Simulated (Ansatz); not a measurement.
# CH5FGeO (SMILES [CH3][GeH]([OH])[F]) at CCSD/cc-pVDZ

Aim: the energy change on altering one bond length of CH5FGeO at CCSD/cc-pVDZ, from 2 runs. 

The results are computed with Ansatz 0.2.0.

129 further runs of the same task are left out: 3 that didn't finish, 126 set aside as unsound or not needed. Runs told in other sessions of the task aren't counted.

## (1) Starting point

CH5FGeO has 9 atoms, charge 0, and is taken as a singlet. As SMILES, `[CH3][GeH]([OH])[F]`. The coordinates come from a PBE0-D4/def2-TZVP relaxation. This is one conformer, not always the lowest.

Bond lengths: C1–Ge2 1.923 Å, Ge2–O3 1.766 Å, Ge2–F4 1.745 Å, C1–H5 1.090 Å, C1–H6 1.091 Å, C1–H7 1.090 Å, Ge2–H8 1.538 Å, O3–H9 0.960 Å. Some angles: C1–Ge2–O3 107.0°, C1–Ge2–F4 108.4°, O3–Ge2–F4 106.8°, C1–Ge2–H8 118.4°, O3–Ge2–H8 111.2°, F4–Ge2–H8 104.4°, Ge2–C1–H5 108.9°, Ge2–C1–H6 110.1°, Ge2–C1–H7 110.2°, Ge2–O3–H9 113.6°.

## (2) A single-point energy at CCSD/cc-pVDZ

Contents of input.yaml:

```yaml
crystal:
  periodic: [false, false, false]
  atoms:
    - symbol: C
      position_ang: [-0.669000, 0.976900, -0.584200]
    - symbol: Ge
      position_ang: [0.088300, -0.643700, 0.121500]
    - symbol: O
      position_ang: [1.270000, -0.170700, 1.345500]
    - symbol: F
      position_ang: [0.974400, -1.438600, -1.153800]
    - symbol: H
      position_ang: [0.138900, 1.624900, -0.924600]
    - symbol: H
      position_ang: [-1.237900, 1.493500, 0.189700]
    - symbol: H
      position_ang: [-1.327100, 0.751300, -1.423500]
    - symbol: H
      position_ang: [-0.865500, -1.725100, 0.656800]
    - symbol: H
      position_ang: [1.716500, -0.914700, 1.755500]
basis:
  gaussian:
    orbitals: cc-pVDZ
scf:
  omitted_lower_state_checks: [cluster_reference, increment]
correlation:
  method: ccsd
  frozen_orbitals: {C: 1, F: 1, Ge: 9, H: 0, O: 1}
accuracy: high
```

Run with:

```bash
$ ansatz run input.yaml --threads 1 --pin off --max-ram 3480MiB --events-out events.jsonl --progress --plain --runs-dir runs
```

The program printed, cut to the lines that bear on the results:

```text
Warning: RAYON_NUM_THREADS=1 ignored (pool sized by the plan → 1); use --threads N
Functional definition: HF
  name "HF"
[...]
2150 factors; integrals over basis functions are off by at most 4.4e-9 eV
[...]
mean field -62327.52997618 eV, -2290.4944795073 hartree, gradient 6.7e-9 eV, S^2 0.000000; 0 other end points of the search recorded, 0 dependent functions left out
12 core orbitals not correlated: weight in the atoms' cores, before any rotation towards them, 1.000 or more for the frozen orbitals, at most 0.000 for the correlated occupied ones
reference -62327.52997618 eV, -2290.4944795073 hartree; 18, 18 occupied and 64, 64 virtual orbitals, 2150 factors
second order -17.39016087 eV of doubles, -0.00000000 eV of singles
cycle   1  -17.74181103 eV  change   -3.5e-1 eV  update   9.6e-2
[...]
cycle  20  -18.26910876 eV  change    1.2e-9 eV  update   2.7e-9
Total energy: -62345.79908494 eV, -2291.1658568711 hartree
Checks for a lower state left out: cluster_reference, increment
```

Run time: 47 s. Hardware: 1 thread of Arm Neoverse N1, shared host; peak memory 0.63 GiB.

## (3) The distorted shape, same level

Contents of job.yaml:

```yaml
basis:
  gaussian:
    orbitals: cc-pVDZ
crystal:
  periodic: [false, false, false]
  atoms:
    - {symbol: C, position_ang: [-1.377892, 1.612831, 0.436057]}
    - {symbol: Ge, position_ang: [-0.620592, -0.007769, 1.141757]}
    - {symbol: O, position_ang: [0.561108, 0.465231, 2.365757]}
    - {symbol: F, position_ang: [0.974400, -1.438600, -1.153800]}
    - {symbol: H, position_ang: [-0.569992, 2.260831, 0.095657]}
    - {symbol: H, position_ang: [-1.946792, 2.129431, 1.209957]}
    - {symbol: H, position_ang: [-2.035992, 1.387231, -0.403243]}
    - {symbol: H, position_ang: [-1.574392, -1.089169, 1.677057]}
    - {symbol: H, position_ang: [1.007608, -0.278769, 2.775757]}
correlation:
  method: ccsd
  frozen_orbitals: {C: 1, F: 1, Ge: 9, H: 0, O: 1}
accuracy: high
scf:
  omitted_lower_state_checks: [cluster_reference, increment]
```

Run with:

```bash
$ ansatz run job.yaml --threads 1 --pin off --max-ram 3480MiB --events-out events.jsonl --progress --plain --runs-dir runs
```

The program printed, cut to the lines that bear on the results:

```text
Warning: RAYON_NUM_THREADS=1 ignored (pool sized by the plan → 1); use --threads N
[... 2 set-up lines as earlier in the session ...]
[...]
2087 factors; integrals over basis functions are off by at most 8.4e-9 eV
[...]
mean field -62322.23420170 eV, -2290.2998633849 hartree, gradient 3.4e-8 eV, S^2 0.000000; 0 other end points of the search recorded, 0 dependent functions left out; unrestricted orbitals would lower it
12 core orbitals not correlated: weight in the atoms' cores, before any rotation towards them, 1.000 or more for the frozen orbitals, at most 0.000 for the correlated occupied ones
reference -62322.23420170 eV, -2290.2998633849 hartree; 18, 18 occupied and 64, 64 virtual orbitals, 2087 factors
second order -17.75496129 eV of doubles, -0.00000000 eV of singles
cycle   1  -17.78142738 eV  change   -2.6e-2 eV  update   2.2e-1
[...]
cycle  35  -18.73062175 eV  change  -9.6e-10 eV  update   2.3e-9
Total energy: -62340.96482345 eV, -2290.9882010380 hartree
Checks for a lower state left out: cluster_reference, increment
```

It took 74 s on 1 thread of Arm Neoverse N1, shared host; peak memory 0.6 GiB.

## (4) What came out

At CCSD/cc-pVDZ, 12 core orbitals frozen:

| quantity | value |
| --- | --- |
| first shape: total energy | -2291.16586 Eh |
| first shape: correlation energy (12 core orbitals frozen) | -671.4 mEh |
| first shape: T1 diagnostic | 0.010 |
| distorted shape: total energy | -2290.98820 Eh |
| distorted shape: correlation energy (12 core orbitals frozen) | -688.3 mEh |
| distorted shape: T1 diagnostic | 0.041 |
| energy change with the Ge2–F4 bond stretched from 1.745 to 3.140 Å | 4.834 eV |

One bond (distorted shape) is far stretched, which a spin-restricted single reference describes badly; a broken-symmetry solution may lie lower. With the Ge2–F4 bond stretched from 1.745 to 3.140 Å the energy rises by 4.83 eV (111 kcal/mol). The first shape isn't relaxed at this level, so the change isn't measured from a minimum. A restricted reference can't describe the breaking bond well at this length. The T1 diagnostic (distorted shape) of 0.041 is above the customary mark for such species, so a single reference may not serve. The restricted solution (distorted shape) is unstable to spin breaking: an unrestricted one lies lower.
